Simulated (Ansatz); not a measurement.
# C2H8O2Si: one species, many methods

The task here is to estimate one member of a computed series from the others.

Method: functionals in def2-TZVPP, the program's frozen cores in correlated methods; program: Ansatz 0.2.0, Gaussian basis.

The runs, in order: LDA (SPW92), PBE-D4, revPBE-D4, BLYP-D4, r2SCAN-D4, B97M-V, PBE0-D4, B3LYP-D4, r2SCANh-D4, r2SCAN0-D4, HSE06-D4, BHLYP-D4, CAM-B3LYP-D4, LC-ωPBE, ωB97X-V, ωB97M-V, B2PLYP, PBE-QIDH; CCSD(T)/def2-SVP; CCSD(T)/def2-TZVPP; MP2/def2-QZVPP; extrapolation to the limit; RPA on PBE.

## The geometry

An earlier PBE0-D4 in a triple-zeta def2 set relaxation fixed the geometry.

SMILES `CC[SiH](O)O`, 13 atoms, charge 0, spin multiplicity 1.

Atoms are counted from 1 here; the program's logs count them from 0.

Bond lengths: C1–C2 1.527 Å, C1–H6 1.092 Å, C1–H7 1.093 Å, C1–H8 1.093 Å, C2–Si3 1.859 Å, C2–H9 1.096 Å, C2–H10 1.097 Å, Si3–O4 1.646 Å, Si3–O5 1.648 Å, Si3–H11 1.485 Å, O4–H12 0.958 Å, O5–H13 0.958 Å. Angles: C2–C1–H6 111.1°, C2–C1–H7 111.4°, C2–C1–H8 111.6°, H6–C1–H7 107.4°, H6–C1–H8 107.9°, H7–C1–H8 107.4°, C1–C2–Si3 113.7°, C1–C2–H9 110.7°, C1–C2–H10 110.2°, Si3–C2–H9 107.8°, Si3–C2–H10 108.2°, H9–C2–H10 106.0°, C2–Si3–O4 112.8°, C2–Si3–O5 105.3°, C2–Si3–H11 112.8°, O4–Si3–O5 112.2°, O4–Si3–H11 103.4°, O5–Si3–H11 110.5° and more.

The first run:

File in.yaml:

```yaml
crystal:
  periodic: [false, false, false]
  atoms:
    - {symbol: C, position_ang: [-0.419631, -0.044046, 1.760076]}
    - {symbol: C, position_ang: [0.641464, -0.058574, 0.661661]}
    - {symbol: Si, position_ang: [-0.055235, -0.279602, -1.047276]}
    - {symbol: O, position_ang: [1.111230, -0.348234, -2.207257]}
    - {symbol: O, position_ang: [-1.079285, 0.992834, -1.266651]}
    - {symbol: H, position_ang: [-1.126378, 0.775096, 1.612552]}
    - {symbol: H, position_ang: [-0.995148, -0.973784, 1.770076]}
    - {symbol: H, position_ang: [0.027755, 0.073122, 2.750128]}
    - {symbol: H, position_ang: [1.366210, -0.862148, 0.834476]}
    - {symbol: H, position_ang: [1.215861, 0.875792, 0.678438]}
    - {symbol: H, position_ang: [-0.779457, -1.565734, -1.212580]}
    - {symbol: H, position_ang: [1.728071, 0.383546, -2.258274]}
    - {symbol: H, position_ang: [-1.615058, 0.996932, -2.060772]}
basis:
  gaussian: {orbitals: def2-TZVPP}
hamiltonian: {xc: lda}
output: {orbitals: {seedname: orbitals}}
```

Steps of the session up to this table: LDA; PBE-D4 (GGA); revPBE-D4 (GGA); BLYP-D4 (GGA); r2SCAN-D4 (meta-GGA); B97M-V (meta-GGA); PBE0-D4 (hybrid); B3LYP-D4 (hybrid); r2SCANh-D4 (hybrid); r2SCAN0-D4 (hybrid); HSE06-D4 (hybrid); BHLYP-D4 (hybrid); CAM-B3LYP-D4 (range-separated); LC-ωPBE-D4 (range-separated; the results give it without D4); ωB97X-V (range-separated); ωB97M-V (range-separated); B2PLYP (double hybrid); PBE-QIDH (double hybrid).

One table of the session follows, with a row left open; its other results are not shown here.

It belongs to the step «Orbital energies across the functionals». 

```
  functional  HOMO (eV)  LUMO (eV)  gap (eV)
 LDA (SPW92)      -6.83      -0.29      6.54
      PBE-D4      -6.74      -0.13      6.62
   revPBE-D4      -6.70      -0.05      6.65
     BLYP-D4      -6.67      -0.16      6.50
   r2SCAN-D4      -7.04       0.54      7.58
      B97M-V      -7.16       0.11      7.27
     PBE0-D4      -8.12       0.74      8.86
    B3LYP-D4      -7.93       0.37      8.31
  r2SCANh-D4      -7.55       0.80      8.35
  r2SCAN0-D4      -8.32       1.17      9.49
    HSE06-D4      -7.72       0.37      8.09
    BHLYP-D4      -9.45       1.37     10.82
CAM-B3LYP-D4          ?          ?         ?
     LC-ωPBE     -10.87       2.83     13.70
     ωB97X-V     -10.54       2.63     13.16
     ωB97M-V     -10.39       2.17     12.55
```

**Question.** Estimate the row for CAM-B3LYP-D4.

**Answer.** HOMO (eV): -9.54; LUMO (eV): 1.50; gap (eV): 11.04. In the column «HOMO (eV)» it lies between ωB97M-V (-10.39) and BHLYP-D4 (-9.45).
